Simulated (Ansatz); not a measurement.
# WH (sextet): from Hartree-Fock to the top rungs, def2-SVP

How much of the correlation energy of WH (sextet) does each wave-function method recover here?

Method: def2-SVP, core rule «outside noble gas», up to 4 orbitals frozen; program: Ansatz 0.2.0, Gaussian basis.

Plan: UHF; CCSD(T) on ROHF; CCSD(T) on UHF; CISD; CCSDT(Q) on ROHF; CCSDT(Q) on UHF; CASSCF and MRCISD+Q, 7 electrons in 7 orbitals; CASSCF and NEVPT2, 7 electrons in 7 orbitals; Full CI.

15 further runs of the same task are left out: 2 for a known fault of the program, 3 that didn't finish, 10 set aside as unsound or not needed.

## (1) What is computed

The geometry is a PBE0/def2-TZVP stationary point (not a proven minimum). No spin-orbit coupling is included. Elements past krypton take def2 core potentials.

2 atoms, charge 0, spin multiplicity 6.

Atoms are counted from 1 here; the program's logs count them from 0.

Bond lengths: W1–H2 1.713 Å.

## (2) UHF

Contents of in.yaml:

```yaml
crystal:
  periodic: [false, false, false]
  atoms:
    - {symbol: W, position_ang: [0.000000, 0.000000, 0.000000]}
    - {symbol: H, position_ang: [0.000000, 0.000000, 1.712600]}
basis:
  gaussian: {orbitals: def2-SVP}
magnetization: {spin_polarized: true, initial_magnetization: 5}
hamiltonian: {xc: hf}
output: {orbitals: {seedname: orbitals}}
```

Command:

```sh
ansatz run in.yaml --threads 1 --pin off --events-out ev --progress --plain --max-ram 2393MiB
```

The runs that follow: CCSD(T) on ROHF; CCSD(T) on UHF; CISD; CCSDT(Q) on ROHF; CCSDT(Q) on UHF; CASSCF and MRCISD+Q, 7 electrons in 7 orbitals; CASSCF and NEVPT2, 7 electrons in 7 orbitals; Full CI.

Q: Predict the results of all the runs planned. Wanted: FCI below the RHF energy; RMP2 from FCI; UMP2 from FCI; RCCSD from FCI; RCCSD(T) from FCI; UCCSD(T) from FCI; RCCSDT(Q) from FCI; UCCSDT(Q) from FCI; NEVPT2 valence from FCI.

**Answer**, as computed:

| quantity | value |
| --- | --- |
| FCI below the RHF energy | -2.7542 eV |
| RMP2 from FCI | +48.8 kJ/mol |
| UMP2 from FCI | +36.4 kJ/mol |
| RCCSD from FCI | +6.4 kJ/mol |
| RCCSD(T) from FCI | +1.0 kJ/mol |
| UCCSD(T) from FCI | -8.7 kJ/mol |
| RCCSDT(Q) from FCI | -0.3 kJ/mol |
| UCCSDT(Q) from FCI | -10.0 kJ/mol |
| NEVPT2 valence from FCI | +61.0 kJ/mol |
| MRCISD+Q valence from FCI | +0.8 kJ/mol |
| levels within 1 kcal/mol (43 meV) | UCCSD, RCCSD(T), RCCSDT, RCCSDT(Q), MRCISD+Q valence |
| T1 diagnostic | 0.037 |
| effectively unpaired electrons | 5.03 |

What this shows: RCCSD(T) lands +1.0 kJ/mol from the yardstick (0.4 % of the correlation energy). CCSD(T) misses by +1.0 kJ/mol on the restricted determinant and by -8.7 kJ/mol on the unrestricted one; the two need not hold the same state or core. UCCSD, UCCSD(T), UCCSDT, RCCSDT(Q), UCCSDT(Q) fall below full CI: unrestricted runs freeze a spin-polarised core, another one than full CI's, and coupled cluster isn't variational. One determinant dominates. Of the multireference levels listed MRCISD+Q valence comes nearest in total energy (+0.8 kJ/mol), which doesn't show that its space is the better one. These misses are within one basis, not against nature; the frozen cores of restricted and unrestricted runs differ, which can shift their rows.
